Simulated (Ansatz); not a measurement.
**AgF: a single-point run**

Wanted: a converged single-point run for AgF, and a check of what comes out. The structure is shown as the input types it. The cell is built on a prototype (CsCl type) and needn't be the phase found in nature.

Program: Ansatz 0.2.0. Level of theory: density functional or hybrid calculation with the settings of its input, plane waves (as first typed). These are calculated values, not measurements.

2 further runs of the same task are left out: 2 that didn't finish.

## 1. The system as given

Symmetry: Pm-3m, No. 221, cubic system. Conventional cell: a = 2.976 Å, b = 2.976 Å, c = 2.976 Å, α = 90.00°, β = 90.00°, γ = 90.00°. Ag (site symmetry m-3m) has 8 F at 2.58 Å as nearest neighbours. Around F (site symmetry m-3m) lie 8 Ag at 2.58 Å.

Coordinates:

```
CELL_PARAMETERS angstrom
2.97564 0.00000 0.00000
0.00000 2.97564 0.00000
0.00000 0.00000 2.97564
ATOMIC_POSITIONS crystal
Ag 0.00000 0.00000 0.00000
F 0.50000 0.50000 0.50000
```

## 2. Input and run

input.yaml reads:

```yaml
crystal:
  lattice:
    - [2.9756423061, 0.0, 0.0]
    - [0.0, 2.9756423061, 0.0]
    - [0.0, 0.0, 2.9756423061]
  atoms:
    - { symbol: Ag, position: [0.0, 0.0, 0.0] }
    - { symbol: F, position: [0.5, 0.5, 0.5] }
kpoints:
  mp_grid: { grid: [6, 6, 6] }
hamiltonian:
  xc: r2scan
scf:
  occupations: { method: fermi_dirac, width: 0.02 }
  n_extra_bands: 4
  convergence: { dr2_threshold: 1.0e-20 }
  max_iter: 50
output:
  forces: true
  stress: true
  eigenvalues: true
```

Launch:

```
$ ansatz run input.yaml --threads 4 --pin off --max-ram 3686MiB --backend cpu --events-out ev --progress --plain --runs-dir out
```

What happens when this is run?

The program finished normally. That alone doesn't make the input a sound one.

In the input, scf.convergence.dr2_threshold is 1.0e-20. What could go wrong: threshold needlessly tight. Once met, so tight a threshold does no harm; it costs cycles.

The test: delete scf.convergence.dr2_threshold (the default then holds).
